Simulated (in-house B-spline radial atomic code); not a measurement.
**Excitations of Si¹⁰⁺ as exact exchange is dialled in**

Aim: follow the lowest excitations, the threshold and the polarisability of Si¹⁰⁺ as the share of exact exchange in a PBE hybrid goes from none to all.

Program: in-house B-spline radial atomic code version 1. Level of theory: linear response of a closed shell, each method with its own adiabatic kernel; non-relativistic; B-spline basis; no spin-orbit coupling, no double excitations; only terms of natural parity, (−1)^L, with L up to 3 are computed. These are calculated values, not measurements, unless marked.

## 1. What is computed

```
element       : silicon (Z = 14)
charge        : +10
configuration : [He] 2s2
runs          : 0 % exact exchange; 10 % exact exchange; 20 % exact exchange; 30 % exact exchange; 40 % exact exchange; 50 % exact exchange; 60 % exact exchange; 70 % exact exchange; 80 % exact exchange; 90 % exact exchange; 100 % exact exchange
```

The outer shells:

Si¹⁰⁺
```
[He] core
2s [↑↓]
```

## 2. 0 % exact exchange

Settings, as recorded:

```ini
Z = 14
electrons = 4.0
configuration = [He] 2s2
hamiltonian = nr
method = pbeh
box_radius = 9.77
exact_exchange_fraction = 0.0
intervals = 48
```

Started as:

```console
$ python run_td.py task.json out
```

task.json lists these runs, among others, and the program works through them in turn.

## 3. 10 % exact exchange

Settings: those of step 2 with these lines changed.

```diff
@@ -6,3 +6,3 @@
 box_radius = 9.77
-exact_exchange_fraction = 0.0
+exact_exchange_fraction = 0.1
 intervals = 48
```

## 4. 20 % exact exchange

Settings: those of step 3 with these lines changed.

```diff
@@ -6,3 +6,3 @@
 box_radius = 9.77
-exact_exchange_fraction = 0.1
+exact_exchange_fraction = 0.2
 intervals = 48
```

## 5. 30 % exact exchange

Settings: those of step 4 with these lines changed.

```diff
@@ -6,3 +6,3 @@
 box_radius = 9.77
-exact_exchange_fraction = 0.2
+exact_exchange_fraction = 0.3
 intervals = 48
```

## 6. 40 % exact exchange

Settings: those of step 5 with these lines changed.

```diff
@@ -6,3 +6,3 @@
 box_radius = 9.77
-exact_exchange_fraction = 0.3
+exact_exchange_fraction = 0.4
 intervals = 48
```

## 7. 50 % exact exchange

Settings: those of step 6 with these lines changed.

```diff
@@ -6,3 +6,3 @@
 box_radius = 9.77
-exact_exchange_fraction = 0.4
+exact_exchange_fraction = 0.5
 intervals = 48
```

## 8. 60 % exact exchange

Settings: those of step 7 with these lines changed.

```diff
@@ -6,3 +6,3 @@
 box_radius = 9.77
-exact_exchange_fraction = 0.5
+exact_exchange_fraction = 0.6
 intervals = 48
```

## 9. 70 % exact exchange

Settings: those of step 8 with these lines changed.

```diff
@@ -6,3 +6,3 @@
 box_radius = 9.77
-exact_exchange_fraction = 0.6
+exact_exchange_fraction = 0.7
 intervals = 48
```

## 10. 80 % exact exchange

Settings: those of step 9 with these lines changed.

```diff
@@ -6,3 +6,3 @@
 box_radius = 9.77
-exact_exchange_fraction = 0.7
+exact_exchange_fraction = 0.8
 intervals = 48
```

## 11. 90 % exact exchange

Settings: those of step 10 with these lines changed.

```diff
@@ -6,3 +6,3 @@
 box_radius = 9.77
-exact_exchange_fraction = 0.8
+exact_exchange_fraction = 0.9
 intervals = 48
```

## 12. 100 % exact exchange

Settings: those of step 11 with these lines changed.

```diff
@@ -6,3 +6,3 @@
 box_radius = 9.77
-exact_exchange_fraction = 0.9
+exact_exchange_fraction = 1.0
 intervals = 48
```

**Question.** What will these runs give? Wanted: for each run, threshold; 2s→2p ¹P; 2s→2p ³P, Tamm-Dancoff; α; C6.

**Answer**, as computed:

| run | threshold (eV) | 2s→2p ¹P (eV) | 2s→2p ³P, Tamm-Dancoff (eV) | α (bohr³) | C6 (hartree bohr⁶) | time |
| --- | --- | --- | --- | --- | --- | --- |
| 0 % exact exchange | 453.01 | 37.015 | 18.676 | 0.1438 | 0.02371 | 0.1 s |
| 10 % exact exchange | 454.89 | 36.904 | 18.539 | 0.1446 | 0.02387 | 0.1 s |
| 20 % exact exchange | 456.78 | 36.792 | 18.402 | 0.1454 | 0.02404 | 0.1 s |
| 30 % exact exchange | 458.67 | 36.681 | 18.265 | 0.1462 | 0.02421 | 0.1 s |
| 40 % exact exchange | 460.55 | 36.570 | 18.129 | 0.1470 | 0.02438 | 0.1 s |
| 50 % exact exchange | 462.43 | 36.459 | 17.993 | 0.1478 | 0.02456 | 0.1 s |
| 60 % exact exchange | 464.32 | 36.349 | 17.858 | 0.1486 | 0.02474 | 0.1 s |
| 70 % exact exchange | 466.20 | 36.238 | 17.722 | 0.1494 | 0.02492 | 0.1 s |
| 80 % exact exchange | 468.08 | 36.127 | 17.587 | 0.1502 | 0.02510 | 0.1 s |
| 90 % exact exchange | 469.96 | 36.017 | 17.453 | 0.1511 | 0.02528 | 0.1 s |
| 100 % exact exchange | 471.84 | 35.907 | 17.319 | 0.1519 | 0.02547 | 0.1 s |

From 0 % exact exchange to 100 % exact exchange the threshold goes from 453.01 to 471.84 eV and α from 0.144 to 0.152 bohr³. 2s→2p ¹P moves from 37.02 eV (0 % exact exchange) to 35.91 eV (100 % exact exchange). 2s→2p ³P moves from 18.68 eV (0 % exact exchange) to 17.32 eV (100 % exact exchange). Exact exchange removes self-interaction, which deepens the highest level.
